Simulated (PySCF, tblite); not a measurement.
**C₅H₁₀BNSSi: geometry, infrared bands and NMR shifts**

Wanted: the infrared bands and NMR shifts of C₅H₁₀BNSSi (`[SiH3]S[BH2-][n+]1ccccc1`), by calculation.

The runs use tblite 0.8.0 and PySCF 2.14.0, with density-fitted response routines of our own; the level of theory stands in each step. All values are computed, except where a source is named. Atoms count from 0, in the outputs and in this text.

### 1 Starting geometry

19 atoms, charge 0, multiplicity 1; geometry from: force field or distance geometry start.

Bonds of the start (Å): Si0–S1 2.15, S1–B2 1.90, B2–N3 1.56, N3–C4 1.36, C4–C5 1.40, C5–C6 1.40, C6–C7 1.40, C7–C8 1.40, C8–N3 1.36, Si0–H9 1.46, Si0–H10 1.48, Si0–H11 1.47, B2–H12 1.19, B2–H13 1.19, C4–H14 1.08, C5–H15 1.07, C6–H16 1.08, C7–H17 1.07, C8–H18 1.09.

### 2 Relaxing the molecule with GFN2-xTB

The job: settings as JSON, then the geometry in Å.

```
{"job": {"kind": "relax", "xc": "GFN2-xTB", "basis": "xTB"}, "charge": 0, "multiplicity": 1}
Si     2.954200     0.419300    -0.344200
S      2.112600    -1.433400    -1.051000
B      0.853300    -1.603200     0.367700
N     -0.338800    -0.622100     0.126400
C     -1.207300    -0.863100    -0.888700
C     -2.279200     0.007600    -1.133800
C     -2.447900     1.120500    -0.308700
C     -1.552100     1.349800     0.747500
C     -0.496200     0.452500     0.952700
H      4.094000     0.783500    -1.176500
H      1.928800     1.481100    -0.440100
H      3.381800     0.277300     1.054500
H      1.359600    -1.404800     1.431100
H      0.441200    -2.720900     0.374100
H     -1.081800    -1.710900    -1.544700
H     -2.962200    -0.175700    -1.935900
H     -3.270300     1.802400    -0.473700
H     -1.685600     2.198800     1.389200
H      0.186100     0.650400     1.773300
```

Started as:

```bash
> OMP_NUM_THREADS=1 python probes_run.py task.json out
```

One launch serves the whole session: the jobs run in the order shown.

**Question.** This job is followed by: GFN2-xTB harmonic vibrations, gas phase; GIAO PBE0/pcSseg-1 NMR shielding, non-relativistic, gas phase. Predict these results of the whole session: strongest single infrared mode (GFN2-xTB); zero-point energy (GFN2-xTB); ¹³C shifts against TMS (PBE0/pcSseg-1, means over atoms taken as alike); ¹H shifts against TMS (PBE0/pcSseg-1, means over atoms taken as alike); ²⁹Si shifts against TMS (PBE0/pcSseg-1); ³³S shifts against CS2 (PBE0/pcSseg-1); ¹¹B shifts against BF3·OEt2 (PBE0/pcSseg-1); ¹⁵N shifts against NH3 (PBE0/pcSseg-1).

**Answer**, as computed:

```
                                                               quantity                             value
                              strongest single infrared mode (GFN2-xTB)              784 cm⁻¹, 423 km/mol
                                           zero-point energy (GFN2-xTB)                     85.7 kcal/mol
¹³C shifts against TMS (PBE0/pcSseg-1, means over atoms taken as alike)           154.6, 145.8, 130.9 ppm
 ¹H shifts against TMS (PBE0/pcSseg-1, means over atoms taken as alike)  8.93, 8.07, 7.63, 4.28, 3.53 ppm
                                ²⁹Si shifts against TMS (PBE0/pcSseg-1)                         -60.6 ppm
                                 ³³S shifts against CS2 (PBE0/pcSseg-1)                          -166 ppm
                            ¹¹B shifts against BF3·OEt2 (PBE0/pcSseg-1)                         -11.9 ppm
                                 ¹⁵N shifts against NH3 (PBE0/pcSseg-1)                         285.9 ppm
```

In words: Over 86 steps the energy fell by 0.282 eV; of the close pairs, Si0–S1 changed most, 2.154 to 2.110 Å. No mode is imaginary among the 51: a minimum at this level. The strongest single mode, at 784 cm⁻¹, moves mainly H10 and H9. GFN2-xTB is a fitted tight-binding method: band positions and strengths are rough. Its intensities can rank the bands wrongly. At PBE0/pcSseg-1: The largest span, 467 ppm, is at S1, where the paramagnetic term is -390 ppm. NICS(1)zz of -26 ppm above the planar ring from N3 marks a diatropic (aromatic) ring current.
